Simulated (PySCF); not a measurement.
# CH3B2BrF (SMILES FB[CH]BBr) at UCCSD(T)/STO-3G

What is the vertical doublet–quartet gap of CH3B2BrF at UCCSD(T)/STO-3G? The job is set up through a Python script.

Program for the calculation: PySCF 2.14.0.

## 1. The molecule

The species is CH3B2BrF (8 atoms), meant as a doublet with charge 0. SMILES: `FB[CH]BBr`. The coordinates come from a GFN2-xTB relaxation. This is one conformer, not always the lowest.

Bond lengths: F1–B2 1.322 Å, B2–C3 1.540 Å, C3–B4 1.505 Å, B4–Br5 1.885 Å, B2–H6 1.175 Å, C3–H7 1.086 Å, B4–H8 1.173 Å. Angles: F1–B2–C3 119.1°, B2–C3–B4 126.7°, C3–B4–Br5 120.6°, F1–B2–H6 116.6°, C3–B2–H6 124.3°, B2–C3–H7 115.2°, B4–C3–H7 118.0°, C3–B4–H8 122.8°, Br5–B4–H8 116.6°.

## 2. The energy at UCCSD(T)/STO-3G

File job.py:

```python
from pyscf import gto, scf, cc

system = gto.Mole()
system.atom = [
    ('F', (0.928530, 0.072490, 2.339570)),
    ('B', (0.352320, 0.474620, 1.219670)),
    ('C', (0.356780, -0.462440, -0.001870)),
    ('B', (-0.522140, -0.358360, -1.219440)),
    ('Br', (-1.245500, 1.302270, -1.742860)),
    ('H', (-0.107920, 1.555630, 1.223130)),
    ('H', (1.047540, -1.297660, 0.058550)),
    ('H', (-0.809610, -1.286550, -1.876740)),
]
system.verbose = 4
system.charge = 0
system.basis = 'sto-3g'
system.max_memory = 1860
system.spin = 1
system.build()

hf = scf.UHF(system)
hf.conv_tol = 1e-10
hf.kernel()
if not hf.converged:
    hf = hf.newton().run(hf.mo_coeff, hf.mo_occ)

mycc = cc.CCSD(hf, frozen=13)
mycc.kernel()
e_t = mycc.ccsd_t()
e_tot = mycc.e_tot + e_t
print('E(%s) = %.9f' % ('CCSD(T)', e_tot))
```

On the command line:

```bash
$ OMP_NUM_THREADS=1 python job.py
```

The program printed:

```text
PySCF version 2.14.0

[... 96 lines left out ...]
converged SCF energy = -2730.66091078498  <S^2> = 0.75894694  2S+1 = 2.008927
[... 12 lines left out ...]
Init t2, MP2 energy = -0.136991986612129
[... 20 lines left out ...]
UCCSD converged
[... 2 lines left out ...]
E(CCSD(T)) = -2730.842711633
```

It took 2.9 s on 1 thread of Arm Neoverse V2, shared host; peak memory 0.13 GiB.

## 3. The quartet, same level

File run.py:

```python
from pyscf import gto, scf, cc

system = gto.M(
    atom=[
    ('F', (0.928530, 0.072490, 2.339570)),
    ('B', (0.352320, 0.474620, 1.219670)),
    ('C', (0.356780, -0.462440, -0.001870)),
    ('B', (-0.522140, -0.358360, -1.219440)),
    ('Br', (-1.245500, 1.302270, -1.742860)),
    ('H', (-0.107920, 1.555630, 1.223130)),
    ('H', (1.047540, -1.297660, 0.058550)),
    ('H', (-0.809610, -1.286550, -1.876740)),
],
    verbose=3,
    basis='sto-3g',
    max_memory=1860,
    charge=0,
    spin=3,
)

calc0 = scf.UHF(system)
calc0.conv_tol = 1e-10
calc0.kernel()
if not calc0.converged:
    calc0 = calc0.newton().run(calc0.mo_coeff, calc0.mo_occ)

mycc = cc.CCSD(calc0, frozen=13)
mycc.kernel()
e_t = mycc.ccsd_t()
etot = mycc.e_tot + e_t
print('E(%s) = %.9f' % ('CCSD(T)', etot))
```

On the command line:

```bash
$ OMP_NUM_THREADS=1 python run.py
```

The program printed:

```text
WARN: HOMO 0.0338934512092159 >= LUMO -0.374096865197567

WARN: HOMO -0.120715262934995 >= LUMO -0.12221563126129

converged SCF energy = -2730.372868567  <S^2> = 3.7634727  2S+1 = 4.0067307
E(UCCSD) = -2730.599240418959  E_corr = -0.226371851960786
UCCSD(T) correction = -0.0124442730919759
E(CCSD(T)) = -2730.611684692
```

It took 4.2 s on 1 thread of Arm Neoverse V2, shared host; peak memory 0.13 GiB.

## 4. What came out

At UCCSD(T)/STO-3G, 13 core orbitals frozen:

| quantity | value |
| --- | --- |
| doublet: total energy | -2730.84271 Eh |
| doublet: dipole moment (Hartree–Fock density) | 1.40 D |
| doublet: HOMO energy (Hartree–Fock orbitals) (highest over α and β) | -8.39 eV |
| doublet: LUMO energy (Hartree–Fock orbitals) (lowest over α and β) | 3.43 eV |
| doublet: correlation energy (13 core orbitals frozen) | -181.8 mEh |
| doublet: (T) correction | -6.70 mEh |
| doublet: ⟨S²⟩ of the reference determinant | 0.759 |
| doublet: T1 diagnostic | 0.018 |
| quartet: total energy | -2730.61168 Eh |
| quartet: dipole moment (Hartree–Fock density) | 2.23 D |
| quartet: HOMO energy (Hartree–Fock orbitals) (highest over α and β) | -2.33 eV |
| quartet: LUMO energy (Hartree–Fock orbitals) (lowest over α and β) | -1.79 eV |
| quartet: correlation energy (13 core orbitals frozen) | -238.8 mEh |
| quartet: (T) correction | -12.44 mEh |
| quartet: ⟨S²⟩ of the reference determinant | 3.763 |
| quartet: T1 diagnostic | 0.098 |
| vertical energy of the quartet above the doublet | 6.287 eV |

In words: At this shape the quartet lies 6.29 eV (145 kcal/mol) above the doublet. In a minimal basis such a difference can be off by several eV, whatever the method. The triples (doublet) make up 3.7 % of the correlation energy. The T1 diagnostic (quartet) of 0.098 is above the customary mark for such species, so a single reference may not serve. Mulliken charges (quartet) of the mean-field density run from -0.10 on C3 to +0.17 on B2. The triples (quartet) make up 5.2 % of the correlation energy.
